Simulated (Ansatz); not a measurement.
**C₂H₅Se radical: one species, many methods**

One table from this session's results is given with a row withheld; the runs are named, their logs left out.

The runs use Ansatz 0.2.0, Gaussian basis; functionals in def2-TZVPP, the program's frozen cores in correlated methods.

The runs, in order: LDA (SPW92), PBE-D4, revPBE-D4, BLYP-D4, r2SCAN-D4, B97M-V, PBE0-D4, B3LYP-D4, r2SCANh-D4, r2SCAN0-D4, HSE06-D4, BHLYP-D4, CAM-B3LYP-D4, LC-ωPBE, ωB97X-V, ωB97M-V, B2PLYP, PBE-QIDH; CCSD(T)/def2-SVP; CCSD(T)/def2-TZVPP; MP2/def2-QZVPP; extrapolation to the limit; RPA on PBE.

## The relaxed structure

The geometry comes from an earlier relaxation with PBE0-D4 in a triple-zeta def2 set; it is a stationary point, not always the lowest conformer.

8 atoms, charge 0, spin multiplicity 2.

Atoms are counted from 1 here; the program's logs count them from 0.

Bond lengths: C1–C2 1.513 Å, C1–H4 1.095 Å, C1–H5 1.091 Å, C1–H6 1.091 Å, C2–Se3 1.941 Å, C2–H7 1.094 Å, C2–H8 1.094 Å. Angles: C2–C1–H4 110.5°, C2–C1–H5 111.1°, C2–C1–H6 111.1°, H4–C1–H5 108.1°, H4–C1–H6 108.1°, H5–C1–H6 107.7°, C1–C2–Se3 115.0°, C1–C2–H7 112.2°, C1–C2–H8 112.2°, Se3–C2–H7 105.4°, Se3–C2–H8 105.5°, H7–C2–H8 106.0°.

Set-up of the first run:

Contents of in.yaml:

```yaml
crystal:
  periodic: [false, false, false]
  atoms:
    - {symbol: C, position_ang: [-0.432889, 0.597321, -0.339789]}
    - {symbol: C, position_ang: [0.259006, -0.618926, 0.234735]}
    - {symbol: Se, position_ang: [2.013809, -0.281351, 0.993660]}
    - {symbol: H, position_ang: [-1.411578, 0.324319, -0.746996]}
    - {symbol: H, position_ang: [0.156827, 1.042790, -1.142735]}
    - {symbol: H, position_ang: [-0.584334, 1.361572, 0.424373]}
    - {symbol: H, position_ang: [0.412637, -1.399384, -0.516303]}
    - {symbol: H, position_ang: [-0.321277, -1.083341, 1.037355]}
basis:
  gaussian: {orbitals: def2-TZVPP}
magnetization: {spin_polarized: true, initial_magnetization: 1}
hamiltonian: {xc: lda}
output: {orbitals: {seedname: orbitals}}
```

Command:

```console
$ ansatz run in.yaml --threads 4 --pin off --events-out ev --progress --plain --max-ram 10444MiB
```

Among the steps run: LDA; PBE-D4 (GGA); revPBE-D4 (GGA); BLYP-D4 (GGA); r2SCAN-D4 (meta-GGA); B97M-V (meta-GGA); B3LYP-D4 (hybrid); r2SCANh-D4 (hybrid); r2SCAN0-D4 (hybrid); HSE06-D4 (hybrid); BHLYP-D4 (hybrid); CAM-B3LYP-D4 (range-separated); LC-ωPBE (range-separated); ωB97X-V (range-separated); ωB97M-V (range-separated); B2PLYP (double hybrid); PBE-QIDH (double hybrid).

One table of the session follows, with a row left open; its other results are not shown here.

It belongs to the step «Orbital energies across the functionals». 

```
  functional  HOMO (eV)  LUMO (eV)  gap (eV)
 LDA (SPW92)      -5.24      -5.26     -0.02
      PBE-D4      -5.12      -4.83      0.29
   revPBE-D4      -5.07      -4.70      0.37
     BLYP-D4      -4.99      -4.85      0.14
   r2SCAN-D4      -5.37      -4.48      0.89
      B97M-V      -5.45      -4.62      0.82
     PBE0-D4      -6.28      -3.73      2.54
    B3LYP-D4      -6.07      -4.15      1.92
  r2SCANh-D4          ?          ?         ?
  r2SCAN0-D4      -6.44      -3.48      2.96
    HSE06-D4      -5.88      -4.11      1.76
    BHLYP-D4      -7.31      -2.71      4.60
CAM-B3LYP-D4      -7.62      -2.68      4.94
     LC-ωPBE      -9.00      -1.20      7.80
     ωB97X-V      -8.65      -1.67      6.98
     ωB97M-V      -8.47      -1.69      6.78
```

Estimate the missing values for r2SCANh-D4.

Worked estimate for «HOMO (eV)». Against the share of exact exchange, r2SCAN-D4 (0, -5.37), r2SCAN0-D4 (0.25, -6.44) give a slope of -4.28 per unit share; at 0.1 the line stands at -5.80.

As computed: HOMO (eV): -5.80; LUMO (eV): -4.08; gap (eV): 1.72. In «HOMO (eV)» the line misses by 0.00.

To keep in mind: A negative gap means that an empty level lies below a filled one: whole occupations of an open shell aren't an aufbau state there.
